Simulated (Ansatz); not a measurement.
# CH5ClGeSi: up Jacob's ladder to CCSD(T)

How much do the methods differ for CH5ClGeSi? The plan is to run it at one geometry with functionals of several rungs and with coupled cluster, and see how far each lands from CCSD(T) at the basis-set limit for the atomisation energy.

Method: functionals in def2-TZVPP, the program's frozen cores in correlated methods; program: Ansatz 0.2.0, Gaussian basis.

The runs, in order: PBE-D4, r2SCAN-D4, PBE0-D4, B3LYP-D4, ωB97X-V, ωB97M-V, B2PLYP; CCSD(T)/def2-TZVPP; MP2/def2-QZVPP; extrapolation to the limit.

## (1) Structure used throughout

All runs share one geometry, relaxed beforehand with PBE0-D4 in a triple-zeta def2 set.

SMILES `Cl[SiH]1[CH2][GeH2]1`, 9 atoms, charge 0, spin multiplicity 1.

Atoms are counted from 1 here; the program's logs count them from 0.

Bond lengths: Cl1–Si2 2.050 Å, Si2–C3 1.861 Å, Si2–Ge4 2.292 Å, Si2–H5 1.480 Å, C3–Ge4 2.024 Å, C3–H6 1.088 Å, C3–H7 1.088 Å, Ge4–H8 1.530 Å, Ge4–H9 1.528 Å. Angles: Cl1–Si2–C3 117.1°, Cl1–Si2–Ge4 122.5°, Cl1–Si2–H5 109.7°, C3–Si2–Ge4 57.2°, C3–Si2–H5 117.8°, Ge4–Si2–H5 122.7°, Si2–C3–Ge4 72.1°, Si2–C3–H6 118.7°, Si2–C3–H7 117.6°, Ge4–C3–H6 117.8°, Ge4–C3–H7 113.4°, H6–C3–H7 111.8°, Si2–Ge4–C3 50.6°, Si2–Ge4–H8 122.5°, Si2–Ge4–H9 122.3°, C3–Ge4–H8 115.4°, C3–Ge4–H9 113.2°, H8–Ge4–H9 114.1°.

Coordinates:

```mol
CH5ClGeSi
  3D, bonds by distance, orders not assigned

  9  9  0  0  0  0  0  0  0  0999 V2000
   -2.7715    0.4391    0.5649 Cl  0  0
   -0.9697    0.5678   -0.4037 Si  0  0
    0.5631    0.5525    0.6512 C   0  0
    0.5388   -1.1569   -0.4331 Ge  0  0
   -1.0545    1.5741   -1.4851 H   0  0
    1.3485    1.2751    0.4423 H   0  0
    0.4389    0.3876    1.7194 H   0  0
    1.6328   -1.2749   -1.4960 H   0  0
    0.3622   -2.4104    0.4230 H   0  0
  1  2  8  0
  2  3  8  0
  3  4  8  0
  2  5  8  0
  3  6  8  0
  3  7  8  0
  4  8  8  0
  4  9  8  0
  2  4  8  0
M  END
```

## (2) PBE-D4 (GGA)

File in.yaml:

```yaml
crystal:
  periodic: [false, false, false]
  atoms:
    - {symbol: Cl, position_ang: [-2.771544, 0.439100, 0.564933]}
    - {symbol: Si, position_ang: [-0.969726, 0.567801, -0.403665]}
    - {symbol: C, position_ang: [0.563095, 0.552456, 0.651217]}
    - {symbol: Ge, position_ang: [0.538771, -1.156940, -0.433088]}
    - {symbol: H, position_ang: [-1.054461, 1.574068, -1.485134]}
    - {symbol: H, position_ang: [1.348479, 1.275124, 0.442339]}
    - {symbol: H, position_ang: [0.438936, 0.387630, 1.719353]}
    - {symbol: H, position_ang: [1.632797, -1.274927, -1.495993]}
    - {symbol: H, position_ang: [0.362155, -2.410411, 0.423038]}
basis:
  gaussian: {orbitals: def2-TZVPP}
hamiltonian: {xc: pbe, dispersion: d4}
output: {forces: true, orbitals: {seedname: orbitals}}
```

The run is started by

```sh
> ansatz run in.yaml --threads 4 --pin off --events-out ev --progress --plain --max-ram 10444MiB
```

The log of the run (excerpt; [...] marks lines left out):

```text
Functional definition: PBE
  name "PBE"
  cite "Perdew, Burke & Ernzerhof, Phys. Rev. Lett. 77, 3865 (1996) doi:10.1103/PhysRevLett.77.3865"
  parent pbe
[...]
1415 factors; their error is unknown
[...]
mean field -78019.09328891 eV, -2867.1487951266 hartree, gradient 1.2e-5 eV, S^2 0.000000; 0 other end points of the search recorded, 0 dependent functions left out
[...]
reference -78019.09333218 eV, -2867.1487967169 hartree; 37, 37 occupied and 196, 196 virtual orbitals, 1415 factors
Total energy: -78019.32697176 eV, -2867.1573828129 hartree
Atom 0 at    -2.771544     0.439100     0.564933 Å, force    -0.259803    -0.016863     0.133840 eV/Å
Atom 1 at    -0.969726     0.567801    -0.403665 Å, force    -0.039604     0.029801    -0.095634 eV/Å
Atom 2 at     0.563095     0.552456     0.651217 Å, force     0.035731     0.076182     0.054285 eV/Å
Atom 3 at     0.538771    -1.156940    -0.433088 Å, force    -0.002565    -0.176849    -0.121712 eV/Å
Atom 4 at    -1.054461     1.574068    -1.485134 Å, force     0.001468     0.122416    -0.137248 eV/Å
Atom 5 at     1.348479     1.275124     0.442339 Å, force     0.155749     0.137695    -0.028860 eV/Å
Atom 6 at     0.438936     0.387630     1.719353 Å, force    -0.010990    -0.029880     0.202517 eV/Å
Atom 7 at     1.632797    -1.274927    -1.495993 Å, force     0.129552    -0.013158    -0.106493 eV/Å
Atom 8 at     0.362155    -2.410411     0.423038 Å, force    -0.009537    -0.129344     0.099305 eV/Å
Dipole moment:     0.256492     0.027879    -0.032363 e Å
```

It took 2.6 s on 4 threads of Arm Neoverse V1, shared host; peak memory 0.33 GiB.

Atomisation energy: 677.9 kcal/mol (free atoms -77989.932 eV, run apart). HOMO -5.76 eV, LUMO -1.39 eV.

## (3) r2SCAN-D4 (meta-GGA)

Edit in.yaml of step 2 so:

```diff
@@ -14,3 +14,3 @@
   gaussian: {orbitals: def2-TZVPP}
-hamiltonian: {xc: pbe, dispersion: d4}
+hamiltonian: {xc: r2scan, dispersion: d4}
 output: {forces: true, orbitals: {seedname: orbitals}}
```

Launched as before.

The log of the run (excerpt; [...] marks lines left out):

```text
Functional definition: r2SCAN
  name "r2SCAN"
  cite "Furness, Kaplan, Ning, Perdew & Sun, J. Phys. Chem. Lett. 11, 8208 (2020) doi:10.1021/acs.jpclett.0c02405"
  cite "Furness, Kaplan, Ning, Perdew & Sun, J. Phys. Chem. Lett. 11, 9248 (2020) doi:10.1021/acs.jpclett.0c03077"
  parent r2scan
[...]
1415 factors; their error is unknown
[...]
mean field -78036.05559649 eV, -2867.7721484328 hartree, gradient 4.5e-5 eV, S^2 0.000000; 0 other end points of the search recorded, 0 dependent functions left out
[...]
reference -78036.05560857 eV, -2867.7721488767 hartree; 37, 37 occupied and 196, 196 virtual orbitals, 1415 factors
Total energy: -78036.10937049 eV, -2867.7741245909 hartree
Atom 0 at    -2.771544     0.439100     0.564933 Å, force    -0.055012    -0.005197     0.029357 eV/Å
Atom 1 at    -0.969726     0.567801    -0.403665 Å, force     0.039793     0.009757    -0.025915 eV/Å
Atom 2 at     0.563095     0.552456     0.651217 Å, force    -0.005839     0.070330     0.038060 eV/Å
Atom 3 at     0.538771    -1.156940    -0.433088 Å, force     0.002062    -0.107289    -0.073323 eV/Å
Atom 4 at    -1.054461     1.574068    -1.485134 Å, force     0.011518    -0.010868     0.007175 eV/Å
Atom 5 at     1.348479     1.275124     0.442339 Å, force    -0.001255    -0.022325     0.009795 eV/Å
Atom 6 at     0.438936     0.387630     1.719353 Å, force     0.015708    -0.000045    -0.018193 eV/Å
Atom 7 at     1.632797    -1.274927    -1.495993 Å, force    -0.026390     0.008222     0.054998 eV/Å
Atom 8 at     0.362155    -2.410411     0.423038 Å, force     0.019415     0.057414    -0.021955 eV/Å
Dipole moment:     0.260835     0.035280    -0.036087 e Å
```

Wall time 5.5 s (4 threads of Arm Neoverse V1, shared host); peak memory 0.36 GiB.

Atomisation energy: 677.7 kcal/mol (free atoms -78006.720 eV, run apart). HOMO -5.98 eV, LUMO -1.13 eV.

## (4) PBE0-D4 (hybrid)

Edit in.yaml of step 3 so:

```diff
@@ -14,3 +14,3 @@
   gaussian: {orbitals: def2-TZVPP}
-hamiltonian: {xc: r2scan, dispersion: d4}
-output: {forces: true, orbitals: {seedname: orbitals}}
+hamiltonian: {xc: pbe0, dispersion: d4}
+output: {orbitals: {seedname: orbitals}}
```

Launched as before.

The log of the run:

```text
Functional definition: PBE0
  name "PBE0"
  cite "Adamo & Barone, J. Chem. Phys. 110, 6158 (1999) doi:10.1063/1.478522"
  cite "Perdew, Burke & Ernzerhof, Phys. Rev. Lett. 77, 3865 (1996) doi:10.1103/PhysRevLett.77.3865"
  parent pbe
  parameter a = 0.25
  parameter kappa = 0.804
  parameter beta = 0.06672455060314922
  exchange = (1 - a)*pbe_x(kappa = kappa, mu = beta*pi^2/3) + a*exact_x
  correlation = pbe_c(beta = beta)
1492 factors; their error is unknown
mean field evaluation 1: about -78015.1871 eV, gradient 5.7e1 eV
mean field evaluation 2: about -78005.7505 eV, gradient 7.6e1 eV
mean field evaluation 4: about -78022.2314 eV, gradient 3.5e0 eV
mean field evaluation 8: about -78022.2600 eV, gradient 3.8e-2 eV
mean field evaluation 16: about -78022.5746 eV, gradient 5.8e-5 eV
mean field -78022.57464963 eV, -2867.2767327734 hartree, gradient 5.8e-5 eV, S^2 0.000000; 0 other end points of the search recorded, 0 dependent functions left out
reference -78022.57468211 eV, -2867.2767339670 hartree; 37, 37 occupied and 196, 196 virtual orbitals, 1492 factors
Total energy: -78022.77389094 eV, -2867.2840547563 hartree
```

Run time: 3.4 s. Hardware: 4 threads of Arm Neoverse V1, shared host; peak memory 0.69 GiB.

With the free atoms at this level, -77993.619 eV in sum, the atomisation energy is 672.3 kcal/mol. HOMO -6.76 eV, LUMO -0.52 eV.

## (5) B3LYP-D4 (hybrid)

B3LYP here takes the VWN-RPA correlation.

Edit in.yaml of step 4 so:

```diff
@@ -14,3 +14,3 @@
   gaussian: {orbitals: def2-TZVPP}
-hamiltonian: {xc: pbe0, dispersion: d4}
-output: {orbitals: {seedname: orbitals}}
+hamiltonian: {xc: {name: B3LYP}, dispersion: d4}
+output: {forces: true, orbitals: {seedname: orbitals}}
```

Launched as before.

The log of the run (excerpt; [...] marks lines left out):

```text
Functional definition: B3LYP
  name "B3LYP"
  cite "Stephens, Devlin, Chabalowski & Frisch, J. Phys. Chem. 98, 11623 (1994) doi:10.1021/j100096a001"
  cite "Becke, Phys. Rev. A 38, 3098 (1988) doi:10.1103/PhysRevA.38.3098"
  cite "Lee, Yang & Parr, Phys. Rev. B 37, 785 (1988) doi:10.1103/PhysRevB.37.785"
  cite "Vosko, Wilk & Nusair, Can. J. Phys. 58, 1200 (1980) doi:10.1139/p80-159"
[...]
1468 factors; their error is unknown
[...]
mean field -78040.69381786 eV, -2867.9425999242 hartree, gradient 2.6e-5 eV, S^2 0.000000; 0 other end points of the search recorded, 0 dependent functions left out
[...]
reference -78040.69410541 eV, -2867.9426104915 hartree; 37, 37 occupied and 196, 196 virtual orbitals, 1468 factors
Total energy: -78041.07637582 eV, -2867.9566586700 hartree
Atom 0 at    -2.771544     0.439100     0.564933 Å, force    -0.204561    -0.011807     0.107880 eV/Å
Atom 1 at    -0.969726     0.567801    -0.403665 Å, force     0.064580     0.163350    -0.190267 eV/Å
Atom 2 at     0.563095     0.552456     0.651217 Å, force     0.060879     0.200665     0.175937 eV/Å
Atom 3 at     0.538771    -1.156940    -0.433088 Å, force     0.050613    -0.249148    -0.124915 eV/Å
Atom 4 at    -1.054461     1.574068    -1.485134 Å, force     0.009230    -0.056366     0.062716 eV/Å
Atom 5 at     1.348479     1.275124     0.442339 Å, force    -0.042882    -0.049574     0.033458 eV/Å
Atom 6 at     0.438936     0.387630     1.719353 Å, force     0.028673     0.026996    -0.069582 eV/Å
Atom 7 at     1.632797    -1.274927    -1.495993 Å, force     0.019359    -0.011477     0.001788 eV/Å
Atom 8 at     0.362155    -2.410411     0.423038 Å, force     0.014109    -0.012639     0.002985 eV/Å
Dipole moment:     0.253422     0.025596    -0.056062 e Å
```

Wall time 5 s (4 threads of Arm Neoverse V1, shared host); peak memory 0.73 GiB.

Atomisation energy: 666.5 kcal/mol (free atoms -78012.173 eV, run apart). HOMO -6.57 eV, LUMO -0.74 eV.

## (6) ωB97X-V (range-separated)

Edit in.yaml of step 5 so:

```diff
@@ -14,3 +14,3 @@
   gaussian: {orbitals: def2-TZVPP}
-hamiltonian: {xc: {name: B3LYP}, dispersion: d4}
-output: {forces: true, orbitals: {seedname: orbitals}}
+hamiltonian: {xc: {name: wB97X-V}}
+output: {orbitals: {seedname: orbitals}}
```

The command is unchanged.

The log of the run (excerpt; [...] marks lines left out):

```text
Functional definition: wB97X-V
  name "wB97X-V"
  cite "Mardirossian & Head-Gordon, Phys. Chem. Chem. Phys. 16, 9904 (2014) doi:10.1039/C3CP54374A"
  cite "Becke, J. Chem. Phys. 107, 8554 (1997) doi:10.1063/1.475007"
  cite "Vydrov & Van Voorhis, J. Chem. Phys. 133, 244103 (2010) doi:10.1063/1.3521275"
[...]
      + integral(e_c_pw_opposite_spin*poly(b97_u_opposite, cos0, cos1)) + vv10(b, c)
1465 factors; their error is unknown
297 factors; integrals over basis functions are off by at most 2.7e-5 eV
[...]
mean field -78029.85431352 eV, -2867.5442554869 hartree, gradient 3.9e-5 eV, S^2 0.000000; 0 other end points of the search recorded, 0 dependent functions left out
reference -78029.85431148 eV, -2867.5442554118 hartree; 37, 37 occupied and 196, 196 virtual orbitals, 1465 factors
Total energy: -78029.85431148 eV, -2867.5442554118 hartree
```

Wall time 8.5 s (4 threads of Arm Neoverse V1, shared host); peak memory 0.82 GiB.

Atomisation energy: 677.6 kcal/mol (free atoms -78000.471 eV, run apart). HOMO -8.92 eV, LUMO 1.56 eV.

## (7) ωB97M-V (range-separated)

Edit in.yaml of step 6 so:

```diff
@@ -14,3 +14,3 @@
   gaussian: {orbitals: def2-TZVPP}
-hamiltonian: {xc: {name: wB97X-V}}
-output: {orbitals: {seedname: orbitals}}
+hamiltonian: {xc: {name: wB97M-V}}
+output: {forces: true, orbitals: {seedname: orbitals}}
```

Launched as before.

The log of the run (excerpt; [...] marks lines left out):

```text
Functional definition: wB97M-V
  name "wB97M-V"
  cite "Mardirossian & Head-Gordon, J. Chem. Phys. 144, 214110 (2016) doi:10.1063/1.4952647"
  cite "Becke, J. Chem. Phys. 107, 8554 (1997) doi:10.1063/1.475007"
  cite "Vydrov & Van Voorhis, J. Chem. Phys. 133, 244103 (2010) doi:10.1063/1.3521275"
  # Of w^i u^j: cxij and so on, Table III.
[...]
  gx(w, u) = 1 - cx + cx01*u + cx10*w
  gss(w, u) = css00 + css04*u^4 + css10*w + css20*w^2 + css43*w^4*u^3
  gos(w, u) = cos00 + cos10*w + (cos20 + cos21*u)*w^2 + (cos60 + cos61*u)*w^6
[...]
      + integral(e_c_pw_mod_opposite_spin*gos(b97_w_opposite, b97_u_opposite)) + vv10(b, c)
1462 factors; their error is unknown
297 factors; integrals over basis functions are off by at most 2.7e-5 eV
[...]
Total energy: -78033.31926648 eV, -2867.6715901595 hartree
Atom 0 at    -2.771544     0.439100     0.564933 Å, force    -0.034769    -0.012841     0.022361 eV/Å
Atom 1 at    -0.969726     0.567801    -0.403665 Å, force     0.144614     0.084670    -0.113991 eV/Å
Atom 2 at     0.563095     0.552456     0.651217 Å, force     0.002684     0.018908     0.005438 eV/Å
Atom 3 at     0.538771    -1.156940    -0.433088 Å, force    -0.005253    -0.030514    -0.017524 eV/Å
Atom 4 at    -1.054461     1.574068    -1.485134 Å, force     0.011892    -0.132305     0.133567 eV/Å
Atom 5 at     1.348479     1.275124     0.442339 Å, force    -0.063788    -0.059711     0.021165 eV/Å
Atom 6 at     0.438936     0.387630     1.719353 Å, force     0.006981     0.017593    -0.080504 eV/Å
Atom 7 at     1.632797    -1.274927    -1.495993 Å, force    -0.083179     0.011488     0.094550 eV/Å
Atom 8 at     0.362155    -2.410411     0.423038 Å, force     0.020819     0.102712    -0.065062 eV/Å
Dipole moment:     0.246357     0.019766    -0.061983 e Å
```

Run time: 13 s. Hardware: 4 threads of Arm Neoverse V1, shared host; peak memory 0.92 GiB.

Atomisation energy: 672.1 kcal/mol (free atoms -78004.174 eV, run apart). HOMO -8.75 eV, LUMO 1.31 eV.

## (8) B2PLYP (double hybrid)

Edit in.yaml of step 7 so:

```diff
@@ -14,3 +14,2 @@
   gaussian: {orbitals: def2-TZVPP}
-hamiltonian: {xc: {name: wB97M-V}}
-output: {forces: true, orbitals: {seedname: orbitals}}
+hamiltonian: {xc: {name: B2PLYP}}
```

Launched as before.

The log of the run (excerpt; [...] marks lines left out):

```text
Functional definition: B2PLYP
  name "B2PLYP"
  cite "Grimme, J. Chem. Phys. 124, 034108 (2006) doi:10.1063/1.2148954"
  cite "Becke, Phys. Rev. A 38, 3098 (1988) doi:10.1103/PhysRevA.38.3098"
  cite "Lee, Yang & Parr, Phys. Rev. B 37, 785 (1988) doi:10.1103/PhysRevB.37.785"
[...]
1378 factors; integrals over basis functions are off by at most 9.3e-4 eV
[...]
mean field -78013.80594695 eV, -2866.9544888935 hartree, gradient 6.3e-6 eV, S^2 0.000000; 0 other end points of the search recorded, 0 dependent functions left out
20 core orbitals not correlated: weight in the atoms' cores, before any rotation towards them, 1.000 or more for the frozen orbitals, at most 0.000 for the correlated occupied ones
reference -78013.80612976 eV, -2866.9544956115 hartree; 17, 17 occupied and 196, 196 virtual orbitals, 1378 factors
second order -24.59756538 eV of doubles, -0.00000000 eV of singles
Total energy: -78020.44747241 eV, -2867.1985604523 hartree
```

It took 5.5 s on 4 threads of Arm Neoverse V1, shared host; peak memory 0.61 GiB.

Atomisation energy: 660.6 kcal/mol (free atoms -77991.801 eV, run apart).

## (9) Frontier levels by functional

Dipoles come from the runs that computed forces. Levels are read from the orbital files that the runs wrote:

```tsv
functional	HOMO (eV)	LUMO (eV)	gap (eV)	dipole (D)
PBE-D4	-5.76	-1.39	4.37	1.25
r2SCAN-D4	-5.98	-1.13	4.85	1.28
PBE0-D4	-6.76	-0.52	6.24	
B3LYP-D4	-6.57	-0.74	5.84	1.25
ωB97X-V	-8.92	1.56	10.48	
ωB97M-V	-8.75	1.31	10.06	1.22
```

## (10) CCSD(T) in def2-TZVPP

Edit in.yaml of step 8 so:

```diff
@@ -14,2 +14,2 @@
   gaussian: {orbitals: def2-TZVPP}
-hamiltonian: {xc: {name: B2PLYP}}
+correlation: {method: ccsd_t}
```

Launched as before.

The log of the run (excerpt; [...] marks lines left out):

```text
Functional definition: HF
  name "HF"
  cite "Fock, Z. Phys. 61, 126 (1930) doi:10.1007/BF01340294"
  parent pbe
[...]
1378 factors; integrals over basis functions are off by at most 9.3e-4 eV
[...]
mean field -77950.32630125 eV, -2864.6216549420 hartree, gradient 3.2e-6 eV, S^2 0.000000; 0 other end points of the search recorded, 0 dependent functions left out
20 core orbitals not correlated: weight in the atoms' cores, before any rotation towards them, 1.000 or more for the frozen orbitals, at most 0.000 for the correlated occupied ones
reference -77950.32630125 eV, -2864.6216549420 hartree; 17, 17 occupied and 196, 196 virtual orbitals, 1378 factors
second order -20.07614227 eV of doubles, -0.00000000 eV of singles
cycle   1  -20.58495016 eV  change   -5.1e-1 eV  update   1.0e-1
[...]
cycle   9  -21.25852869 eV  change   -7.5e-6 eV  update   1.8e-5
perturbative correction -0.91324018 eV, -0.0335609577 hartree
Total energy: -77972.49807012 eV, -2865.4364524195 hartree
```

Wall time 2 min (4 threads of Arm Neoverse V1, shared host); peak memory 3.8 GiB.

## (11) MP2 in def2-QZVPP

Edit in.yaml of step 10 so:

```diff
@@ -13,3 +13,3 @@
 basis:
-  gaussian: {orbitals: def2-TZVPP}
-correlation: {method: ccsd_t}
+  gaussian: {orbitals: "def2-QZVPP.json"}
+correlation: {method: mp2}
```

Same command.

The log of the run:

```text
Functional definition: HF
  name "HF"
  cite "Fock, Z. Phys. 61, 126 (1930) doi:10.1007/BF01340294"
  parent pbe
  exchange = exact_x
  correlation = 0
2631 factors; integrals over basis functions are off by at most 9.3e-4 eV
mean field evaluation 1: about -77948.8390 eV, gradient 3.3e1 eV
mean field evaluation 2: about -77948.9805 eV, gradient 3.3e1 eV
mean field evaluation 4: about -77952.0468 eV, gradient 3.5e0 eV
mean field evaluation 8: about -77952.1018 eV, gradient 2.6e-1 eV
mean field -77952.10213769 eV, -2864.6869157276 hartree, gradient 2.0e-6 eV, S^2 0.000000; 0 other end points of the search recorded, 0 dependent functions left out
20 core orbitals not correlated: weight in the atoms' cores, before any rotation towards them, 1.000 or more for the frozen orbitals, at most 0.000 for the correlated occupied ones
reference -77952.10213769 eV, -2864.6869157276 hartree; 17, 17 occupied and 399, 399 virtual orbitals, 2631 factors
second order -28.34811675 eV of doubles, -0.00000000 eV of singles
Total energy: -77980.45025444 eV, -2865.7286898032 hartree
```

It took 22 s on 4 threads of Arm Neoverse V1, shared host; peak memory 2.4 GiB.

The pieces so far (eV):

```tsv
basis	HF	MP2 correlation	CCSD correlation	(T)	total
def2-TZVPP	-77950.3263	-20.0761	-21.2585	-0.9132	-77972.4981
def2-QZVPP	-77952.1021	-28.3481			-77980.4503 (MP2)
```

The report of the def2-TZVPP run gives T1 = 0.0113.

## (12) Extrapolating to the complete basis

No new run: Hartree-Fock is extrapolated as exp(−7.88√X) and correlation as X^−2.97, with X = 3 and 4; only MP2 was run in the larger set, so CCSD(T) minus MP2 is added from the smaller one.

```tsv
level	energy at the limit (eV)
HF	-77952.3467
MP2	-77986.8222
CCSD	-77988.0046
CCSD(T)	-77988.9179
```

This is no true limit for total energies: MP2 correlation changes by a factor of 1.41 from triple to quadruple zeta (about 1.07 in light molecules), because outer-core shells are correlated in sets not made for them. Much of that cancels between molecule and atoms or ions.

## (13) All levels against the reference

Free atoms (1 Cl, 1 Si, 1 C, 1 Ge, 5 H) were run apart at each level; the atomisation energy is their sum less the molecule, without zero-point or spin-orbit terms.

Differences are taken before rounding.

```tsv
method	rung	atoms, summed (eV)	atomisation energy (kcal/mol)	from CCSD(T)/CBS (kcal/mol)	time
PBE-D4	GGA	-77989.932	677.9	+2.7	2.6 s
r2SCAN-D4	meta-GGA	-78006.720	677.7	+2.6	5.5 s
PBE0-D4	hybrid	-77993.619	672.3	-2.8	3.4 s
B3LYP-D4	hybrid	-78012.173	666.5	-8.6	5 s
ωB97X-V	range-separated	-78000.471	677.6	+2.4	8.5 s
ωB97M-V	range-separated	-78004.174	672.1	-3.1	13 s
B2PLYP	double hybrid	-77991.801	660.6	-14.6	5.5 s
HF/def2-TZVPP	wavefunction	-77929.062	490.4	-184.8	
MP2/def2-TZVPP	wavefunction	-77941.654	663.0	-12.2	
CCSD/def2-TZVPP	wavefunction	-77943.532	646.9	-28.3	
CCSD(T)/def2-TZVPP	wavefunction	-77943.984	657.5	-17.6	2 min
MP2/CBS	wavefunction	-77957.309	680.6	+5.4	
CCSD(T)/CBS	wavefunction	-77959.640	675.2	0	2.4 min
```

Among the levels timed on like hardware and quicker than the yardstick, those that no quicker one beats, quickest first: PBE-D4 (2.6 s, +2.7 kcal/mol); r2SCAN-D4 (5.5 s, +2.6 kcal/mol); ωB97X-V (8.5 s, +2.4 kcal/mol).

B2PLYP carry no dispersion term (for B3LYP, D4 adds 8.8 kcal/mol).

Times are those of the molecule's run; HF, MP2 and CCSD come out of the CCSD(T) runs, and the limit's time is the sum of the runs that it needs.

## (14) Summary of results

| quantity | value |
| --- | --- |
| atomisation energy, CCSD(T)/CBS | 675.2 kcal/mol |
| functionals within 6.8 kcal/mol (1.0 %) | PBE-D4, r2SCAN-D4, PBE0-D4, ωB97X-V, ωB97M-V |
| farthest | B2PLYP (-14.6 kcal/mol) |
| mean size of error, hybrid | 5.7 kcal/mol |
| mean size of error, range-separated | 2.7 kcal/mol |
| gap, smallest and largest | 4.37 eV (PBE-D4), 10.48 eV (ωB97X-V) |
| T1 diagnostic | 0.0113 |
| triples share of the correlation energy | 4.1 % |

In words: PBE-D4 misses by +2.7 kcal/mol. Double hybrids carry the basis error of their MP2 part in triple zeta, and no dispersion term here, so their miss is partly the set-up's. Misses under about 6.8 kcal/mol are within the doubt on the reference itself, which lacks core-valence correlation, relativity and higher excitations, and its outer-core shells are covered unevenly. Hartree-Fock recovers 73 % of the binding; the rest is correlation. The gap grows from 4.4 to 10.5 eV across the functionals, mostly with the share of exact exchange. Correlated methods include outer-core shells of Ge, which these sets cover unevenly.

ωB97X-V reaches 2.4 kcal/mol from the reference in 8.5 s, where CCSD(T)/CBS took 2.4 min; the quickest level in the cost chart, PBE-D4, takes 2.6 s and misses by 2.7 kcal/mol.
